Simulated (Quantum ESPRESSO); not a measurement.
# ZrTaTe4 (P-3m1) in Quantum ESPRESSO: further runs, part 2 of 2

Quantum ESPRESSO 7.5.

## Step 3: Band structure, LDA

pw.in

```
&CONTROL
  calculation = 'scf'
  prefix = 'pwscf'
  outdir = './tmp'
  pseudo_dir = './pseudo'
  tprnfor = .true.
  tstress = .true.
  disk_io = 'low'
/
&SYSTEM
  ibrav = 0
  celldm(1) = 8
  nat = 6
  ntyp = 3
  ecutwfc = 56
  ecutrho = 448
  nbnd = 34
  occupations = 'smearing'
  smearing = 'fd'
  degauss = 0.00367493
/
&ELECTRONS
  conv_thr = 1.2d-09
  electron_maxstep = 120
  mixing_beta = 0.5
/
ATOMIC_SPECIES
Ta   180.9479 ta_lda_v1.uspp.F.UPF
Te   127.6000 te_lda_v1.uspp.F.UPF
Zr    91.2240 zr_lda_v1.uspp.F.UPF
CELL_PARAMETERS alat
  0.9053030884163   0.0000000000000   0.0000000000000
 -0.4526515442081   0.7840154727034   0.0000000000000
  0.0000000000000   0.0000000000000   3.4270672236723
ATOMIC_POSITIONS crystal
Ta     0.0000000000    0.0000000000    0.0000000000
Te     0.6666666667    0.3333333333    0.1219700000
Te     0.6666666667    0.3333333333    0.6286800000
Te     0.3333333333    0.6666666667    0.3713200000
Te     0.3333333333    0.6666666667    0.8780300000
Zr     0.0000000000    0.0000000000    0.5000000000
K_POINTS automatic
8 8 2 0 0 0
```

bands.in

```
&CONTROL
  calculation = 'bands'
  prefix = 'pwscf'
  outdir = './tmp'
  pseudo_dir = './pseudo'
  disk_io = 'low'
  verbosity = 'high'
/
&SYSTEM
  ibrav = 0
  celldm(1) = 8
  nat = 6
  ntyp = 3
  ecutwfc = 56
  ecutrho = 448
  nbnd = 34
  occupations = 'smearing'
  smearing = 'fd'
  degauss = 0.00367493
/
&ELECTRONS
  conv_thr = 1d-08
  electron_maxstep = 120
  mixing_beta = 0.5
  diago_full_acc = .true.
  startingwfc = 'random'
/
ATOMIC_SPECIES
Ta   180.9479 ta_lda_v1.uspp.F.UPF
Te   127.6000 te_lda_v1.uspp.F.UPF
Zr    91.2240 zr_lda_v1.uspp.F.UPF
CELL_PARAMETERS alat
  0.9053030884163   0.0000000000000   0.0000000000000
 -0.4526515442081   0.7840154727034   0.0000000000000
  0.0000000000000   0.0000000000000   3.4270672236723
ATOMIC_POSITIONS crystal
Ta     0.0000000000    0.0000000000    0.0000000000
Te     0.6666666667    0.3333333333    0.1219700000
Te     0.6666666667    0.3333333333    0.6286800000
Te     0.3333333333    0.6666666667    0.3713200000
Te     0.3333333333    0.6666666667    0.8780300000
Zr     0.0000000000    0.0000000000    0.5000000000
K_POINTS crystal
60
 0.0000000000  0.0000000000  0.0000000000 1
 0.0555555556  0.0000000000  0.0000000000 1
 0.1111111111  0.0000000000  0.0000000000 1
 0.1666666667  0.0000000000  0.0000000000 1
 0.2222222222  0.0000000000  0.0000000000 1
 0.2777777778  0.0000000000  0.0000000000 1
 0.3333333333  0.0000000000  0.0000000000 1
 0.3888888889  0.0000000000  0.0000000000 1
 0.4444444444  0.0000000000  0.0000000000 1
 0.5000000000  0.0000000000  0.0000000000 1
 0.4666666667  0.0666666667  0.0000000000 1
 0.4333333333  0.1333333333  0.0000000000 1
 0.4000000000  0.2000000000  0.0000000000 1
 0.3666666667  0.2666666667  0.0000000000 1
 0.3333333333  0.3333333333  0.0000000000 1
 0.3030303030  0.3030303030  0.0000000000 1
 0.2727272727  0.2727272727  0.0000000000 1
 0.2424242424  0.2424242424  0.0000000000 1
 0.2121212121  0.2121212121  0.0000000000 1
 0.1818181818  0.1818181818  0.0000000000 1
 0.1515151515  0.1515151515  0.0000000000 1
 0.1212121212  0.1212121212  0.0000000000 1
 0.0909090909  0.0909090909  0.0000000000 1
 0.0606060606  0.0606060606  0.0000000000 1
 0.0303030303  0.0303030303  0.0000000000 1
 0.0000000000  0.0000000000  0.0000000000 1
 0.0000000000  0.0000000000  0.5000000000 1
 0.0500000000  0.0000000000  0.5000000000 1
 0.1000000000  0.0000000000  0.5000000000 1
 0.1500000000  0.0000000000  0.5000000000 1
 0.2000000000  0.0000000000  0.5000000000 1
 0.2500000000  0.0000000000  0.5000000000 1
 0.3000000000  0.0000000000  0.5000000000 1
 0.3500000000  0.0000000000  0.5000000000 1
 0.4000000000  0.0000000000  0.5000000000 1
 0.4500000000  0.0000000000  0.5000000000 1
 0.5000000000  0.0000000000  0.5000000000 1
 0.4666666667  0.0666666667  0.5000000000 1
 0.4333333333  0.1333333333  0.5000000000 1
 0.4000000000  0.2000000000  0.5000000000 1
 0.3666666667  0.2666666667  0.5000000000 1
 0.3333333333  0.3333333333  0.5000000000 1
 0.3076923077  0.3076923077  0.5000000000 1
 0.2820512821  0.2820512821  0.5000000000 1
 0.2564102564  0.2564102564  0.5000000000 1
 0.2307692308  0.2307692308  0.5000000000 1
 0.2051282051  0.2051282051  0.5000000000 1
 0.1794871795  0.1794871795  0.5000000000 1
 0.1538461538  0.1538461538  0.5000000000 1
 0.1282051282  0.1282051282  0.5000000000 1
 0.1025641026  0.1025641026  0.5000000000 1
 0.0769230769  0.0769230769  0.5000000000 1
 0.0512820513  0.0512820513  0.5000000000 1
 0.0256410256  0.0256410256  0.5000000000 1
 0.0000000000  0.0000000000  0.5000000000 1
 0.5000000000  0.0000000000  0.5000000000 1
 0.5000000000  0.0000000000  0.2500000000 1
 0.5000000000  0.0000000000  0.0000000000 1
 0.3333333333  0.3333333333  0.0000000000 1
 0.3333333333  0.3333333333  0.5000000000 1
```

Potentials or basis: GBRV 1.5 LDA.

On the command line:

```
$ OMP_NUM_THREADS=1 mpirun -n 2 pw.x -nk 2 -in pw.in > pw.out
$ OMP_NUM_THREADS=1 mpirun -n 2 pw.x -nk 2 -in bands.in > bands.out
```

pw.out:

```text
This program is part of the open-source Quantum ESPRESSO suite
     for quantum simulation of materials; please cite
[... 13 lines left out ...]
     --------------------
     sticks:   dense  smooth     PW     G-vecs:    dense   smooth      PW
     Sum        1627     817    241               199595    70547   10991

     Using Slab Decomposition

     bravais-lattice index     =            0
     lattice parameter (alat)  =       8.0000  a.u.
     unit-cell volume          =    1245.4068 (a.u.)^3
     number of atoms/cell      =            6
     number of atomic types    =            3
     number of electrons       =        49.00
     number of Kohn-Sham states=           34
     kinetic-energy cutoff     =      56.0000  Ry
     charge density cutoff     =     448.0000  Ry
     scf convergence threshold =      1.2E-09
     mixing beta               =       0.5000
     number of iterations used =            8  plain     mixing
     Exchange-correlation= SLA  PZ   NOGX NOGC
                           (   1   1   0   0   0   0   0)

     celldm(1)=   8.000000  celldm(2)=   0.000000  celldm(3)=   0.000000
     celldm(4)=   0.000000  celldm(5)=   0.000000  celldm(6)=   0.000000

     crystal axes: (cart. coord. in units of alat)
               a(1) = (   0.905303   0.000000   0.000000 )
               a(2) = (  -0.452652   0.784015   0.000000 )
               a(3) = (   0.000000   0.000000   3.427067 )

     reciprocal axes: (cart. coord. in units 2 pi/alat)
               b(1) = (  1.104602  0.637743 -0.000000 )
               b(2) = (  0.000000  1.275485  0.000000 )
               b(3) = (  0.000000 -0.000000  0.291795 )

     PseudoPot. # 1 for Ta read from file:
     ta_lda_v1.uspp.F.UPF
     Pseudo is Ultrasoft + core correction, Zval = 13.0
     Generated by new atomic code, or converted to UPF format
     Using radial grid of  921 points,  7 beta functions with:
                l(1) =   0
                l(2) =   0
                l(3) =   1
                l(4) =   1
                l(5) =   2
                l(6) =   2
                l(7) =   3
     Q(r) pseudized with  6 coefficients,  rinner =    1.300   1.300   1.300
[... 69 lines left out ...]

     Dense  grid:   199595 G-vectors     FFT dimensions: (  50,  50, 192)

     Smooth grid:    70547 G-vectors     FFT dimensions: (  36,  36, 135)

     Initial potential from superposition of free atoms

     starting charge      48.9966, renormalised to      49.0000

     negative rho (up, down):  1.519E-01 0.000E+00
     Starting wfcs are   42 randomized atomic wfcs

     Self-consistent Calculation

     iteration #  1     ecut=    56.00 Ry     beta= 0.50
     Davidson diagonalization with overlap
     ethr =  1.00E-02,  avg # of iterations =  2.3

     negative rho (up, down):  1.544E-01 0.000E+00
[... 103 lines left out ...]
     iteration # 13     ecut=    56.00 Ry     beta= 0.50
     Davidson diagonalization with overlap
     ethr =  3.22E-11,  avg # of iterations =  4.4

     negative rho (up, down):  1.581E-01 0.000E+00

     End of self-consistent calculation

          k = 0.0000 0.0000 0.0000 (  8795 PWs)   bands (ev):

   -61.4276 -41.7673 -27.8731 -27.8731 -27.7563 -19.8520 -19.7935 -19.7935
    -5.1923  -4.3972  -4.1877  -3.6393   2.0938   3.3383   4.7952   4.8925
     4.8925   5.8489   5.8489   6.7982   7.4212   7.4212   7.4261   7.7946
     7.7946   8.2394   8.2394   8.3415   8.3755   8.3755  11.0032  11.0032
    11.4194  11.4194
[... 51 lines left out ...]
   -61.4262 -41.7585 -27.9263 -27.8858 -27.7456 -19.9241 -19.8232 -19.8207
    -3.9648  -3.6445  -3.3399  -3.1054   2.3529   3.2136   3.3112   3.7204
     4.2755   4.6867   4.8429   5.0898   5.6239   6.0067   6.2088   6.6879
     6.8648   7.3697   8.7597   8.9604   9.7617   9.8436  10.3517  10.9611
    11.1862  11.4025

          k = 0.0000-0.6377 0.0000 (  8822 PWs)   bands (ev):

   -61.4260 -41.7570 -27.9354 -27.8880 -27.7437 -19.9460 -19.8283 -19.8154
    -3.7335  -3.4569  -3.1952  -2.8935   1.7838   2.7059   3.1558   3.8334
     4.2426   4.7205   4.7435   4.9704   5.5159   5.9984   6.2263   6.5701
     6.8739   7.2366   8.7830   9.0429   9.9218  10.0400  10.3272  10.9281
    11.0483  11.3233

          k = 0.0000-0.6377-0.1459 (  8808 PWs)   bands (ev):

   -61.4260 -41.7570 -27.9354 -27.8880 -27.7437 -19.9460 -19.8283 -19.8154
    -3.7329  -3.4598  -3.1909  -2.8955   1.7860   2.7017   3.2108   3.6789
     4.3137   4.6559   4.7448   5.3160   5.5065   5.6387   6.2501   6.6662
     6.8545   7.2497   8.7830   9.0429   9.9218  10.1001  10.2079  10.9191
    11.0359  11.4375
[... 75 lines left out ...]
   -61.4258 -41.7559 -27.9241 -27.9073 -27.7424 -19.9177 -19.8762 -19.8118
    -3.5013  -3.4244  -2.9766  -2.8818   2.3993   3.2260   3.3485   3.6196
     3.8335   4.3513   4.4499   4.7196   4.9508   4.9665   5.1766   5.4246
     7.9745   8.6336   8.6559   8.7946   9.4650   9.6761  10.1734  10.7235
    10.7732  11.3548

     the Fermi energy is     7.4256 ev

!    total energy              =    -347.61932594 Ry
     estimated scf accuracy    <          3.9E-10 Ry
     smearing contrib. (-TS)   =      -0.00352202 Ry
     internal energy E=F+TS    =    -347.61580392 Ry

     The total energy is F=E-TS. E is the sum of the following terms:
     one-electron contribution =    -139.74936327 Ry
     hartree contribution      =      84.50717719 Ry
     xc contribution           =    -117.28254886 Ry
     ewald contribution        =    -175.09106899 Ry

     convergence has been achieved in  13 iterations

     negative rho (up, down):  1.581E-01 0.000E+00

     Forces acting on atoms (cartesian axes, Ry/au):

     atom    1 type  1   force =     0.00000000   -0.00000000    0.00000000
     atom    2 type  2   force =     0.00000000    0.00000000   -0.01665746
     atom    3 type  2   force =     0.00000000    0.00000000   -0.01213866
     atom    4 type  2   force =     0.00000000    0.00000000    0.01213866
     atom    5 type  2   force =     0.00000000    0.00000000    0.01665746
     atom    6 type  3   force =     0.00000000    0.00000000    0.00000000

     Total force =     0.029149     Total SCF correction =     0.000012

     Computing stress (Cartesian axis) and pressure

     negative rho (up, down):  1.581E-01 0.000E+00
          total   stress  (Ry/bohr**3)                   (kbar)     P=      -44.84
  -0.00030502   0.00000000  -0.00000000          -44.87        0.00       -0.00
   0.00000000  -0.00030502  -0.00000000            0.00      -44.87       -0.00
   0.00000000   0.00000000  -0.00030440            0.00        0.00      -44.78

=------------------------------------------------------------------------------=
   JOB DONE.
=------------------------------------------------------------------------------=
```

It took 6.8 min on 2 MPI ranks of Arm Neoverse V1, shared host; peak memory 1.5 GiB.

What came out:

- Free energy: -4729.6019 eV
- Pressure: -4.5 GPa
- Largest force: 0.428 eV/Å
- Band gap on the k mesh: none (metal or under the smearing width)

Forces on the atoms (eV/Å):
```
Ta   0.000  0.000  0.000
Te   0.000  0.000 -0.428
Te   0.000  0.000 -0.312
Te   0.000  0.000  0.312
Te   0.000  0.000  0.428
Zr   0.000  0.000  0.000
```

Levels at the corners of the path, in eV from the Fermi level:
| point | band 20 | band 21 | band 22 | band 23 | band 24 | band 25 | band 26 | band 27 | band 28 | band 29 |
| --- | --- | --- | --- | --- | --- | --- | --- | --- | --- | --- |
| Γ | -0.63 | 0.00 | 0.00 | 0.00 | 0.37 | 0.37 | 0.81 | 0.81 | 0.92 | 0.95 |
| M | -2.46 | -1.91 | -1.43 | -1.20 | -0.86 | -0.55 | -0.19 | 1.36 | 1.62 | 2.50 |
| K | -2.65 | -2.65 | -2.39 | -2.17 | -2.17 | 0.72 | 1.10 | 1.10 | 1.91 | 1.91 |
| Γ | -0.63 | 0.00 | 0.00 | 0.00 | 0.37 | 0.37 | 0.81 | 0.81 | 0.92 | 0.95 |
| A | -1.58 | 0.00 | 0.00 | 0.34 | 0.38 | 0.38 | 0.80 | 0.80 | 0.92 | 0.95 |
| L | -2.11 | -1.92 | -1.79 | -1.18 | -0.76 | -0.57 | -0.18 | 1.36 | 1.62 | 2.50 |
| H | -2.63 | -2.63 | -2.46 | -2.18 | -2.18 | 0.72 | 1.17 | 1.17 | 1.76 | 1.76 |
| A | -1.58 | 0.00 | 0.00 | 0.34 | 0.38 | 0.38 | 0.80 | 0.80 | 0.92 | 0.95 |
| L | -2.11 | -1.92 | -1.79 | -1.18 | -0.76 | -0.57 | -0.18 | 1.36 | 1.62 | 2.50 |
| M | -2.46 | -1.91 | -1.43 | -1.20 | -0.86 | -0.55 | -0.19 | 1.36 | 1.62 | 2.50 |
| K | -2.65 | -2.65 | -2.39 | -2.17 | -2.17 | 0.72 | 1.10 | 1.10 | 1.91 | 1.91 |
| H | -2.63 | -2.63 | -2.46 | -2.18 | -2.18 | 0.72 | 1.17 | 1.17 | 1.76 | 1.76 |

Caveat: some levels on the path didn't converge; spin-orbit coupling is left out, which moves the levels of the heavy elements.

## Step 4: For comparison

An earlier run on the cell as given: functional PBEsol; potentials or basis GBRV 1.5 PBEsol; cutoff 762 eV; density cutoff 6095 eV; k mesh 8 × 8 × 2; occupations fermi-dirac, width 0.05 eV; no spin polarisation.

* Pressure: -3.0 GPa
* Largest force: 0.239 eV/Å
* Band gap on the k mesh: none (metal or under the smearing width)

## Step 5: Overview

```csv
task,level,potentials or basis,form of the LDA correlation,gap on the mesh (eV),pressure (GPa),largest force (eV/Å)
band structure,PBEsol,GBRV 1.5 PBEsol,-,none,-3.0,0.24
band structure,LDA,GBRV 1.5 LDA,PZ81,none,-4.5,0.43
single point,PBEsol,GBRV 1.5 PBEsol,-,none,-3.0,0.24
```

Alike in all rows: no spin polarisation; cell as given; k mesh 8 × 8 × 2; cutoff (eV) 762; smearing fermi-dirac 0.05 eV.

Caveats: some levels on the path didn't converge (some runs); spin-orbit coupling is left out, which moves the levels of the heavy elements (some runs); this functional lacks dispersion, which binds the layers, so the pressure and a relaxed spacing across them are unreliable (some runs).

Absolute energies hang on the potentials; compare differences alone.
